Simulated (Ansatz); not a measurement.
**C₂H₄FI: basis-set convergence**

How large a basis does C₂H₄FI need? Two functionals are run in growing sets.

Computed with Ansatz 0.2.0, Gaussian basis. Level: one geometry, several basis sets.

Levels to be run: PBE0-D4/def2-SVP; ωB97M-V/def2-SVP; PBE0-D4/def2-QZVPP; ωB97M-V/def2-QZVPP; the functionals' def2-TZVPP values are taken from earlier runs.

### 1 The geometry

An earlier PBE0-D4 in a triple-zeta def2 set relaxation fixed the geometry. I takes the def2 core potential; no spin-orbit term is included.

SMILES `FCCI`, 8 atoms, charge 0, spin multiplicity 1.

Atoms are counted from 1 here; the program's logs count them from 0.

Bond lengths: F1–C2 1.384 Å, C2–C3 1.505 Å, C2–H5 1.093 Å, C2–H6 1.093 Å, C3–I4 2.134 Å, C3–H7 1.088 Å, C3–H8 1.088 Å. Angles: F1–C2–C3 108.4°, F1–C2–H5 108.2°, F1–C2–H6 108.2°, C3–C2–H5 111.4°, C3–C2–H6 111.4°, H5–C2–H6 109.3°, C2–C3–I4 109.3°, C2–C3–H7 111.9°, C2–C3–H8 111.9°, I4–C3–H7 106.6°, I4–C3–H8 106.6°, H7–C3–H8 110.2°.

### 2 PBE0-D4 in def2-SVP

Input file in.yaml:

```yaml
crystal:
  periodic: [false, false, false]
  atoms:
    - {symbol: F, position_ang: [-0.750026, 1.210552, -1.196767]}
    - {symbol: C, position_ang: [0.011255, 0.128615, -0.788770]}
    - {symbol: C, position_ang: [-0.094682, 0.010111, 0.707900]}
    - {symbol: I, position_ang: [1.069987, -1.651637, 1.369634]}
    - {symbol: H, position_ang: [-0.372416, -0.765200, -1.286856]}
    - {symbol: H, position_ang: [1.043854, 0.300964, -1.102192]}
    - {symbol: H, position_ang: [0.300797, 0.888276, 1.213036]}
    - {symbol: H, position_ang: [-1.116669, -0.178782, 1.028215]}
basis:
  gaussian: {orbitals: def2-SVP}
hamiltonian: {xc: pbe0, dispersion: d4}
output: {orbitals: {seedname: orbitals}}
```

Further steps of the session: ωB97M-V in def2-SVP; PBE0-D4 in def2-QZVPP; ωB97M-V in def2-QZVPP.

**Question.** What will the summary of the whole plan be? Wanted: PBE0-D4: double and triple zeta above quadruple; ωB97M-V: double and triple zeta above quadruple.

The runs gave:

```
                                       quantity          value
PBE0-D4: double and triple zeta above quadruple  6.37, 0.30 eV
ωB97M-V: double and triple zeta above quadruple  6.60, 0.30 eV
```

**Reading.** PBE0-D4 gains 6.07 eV from double to triple zeta, then 0.30 eV more. These are total energies; as a rule much of such shifts cancels in differences, which this series doesn't test.
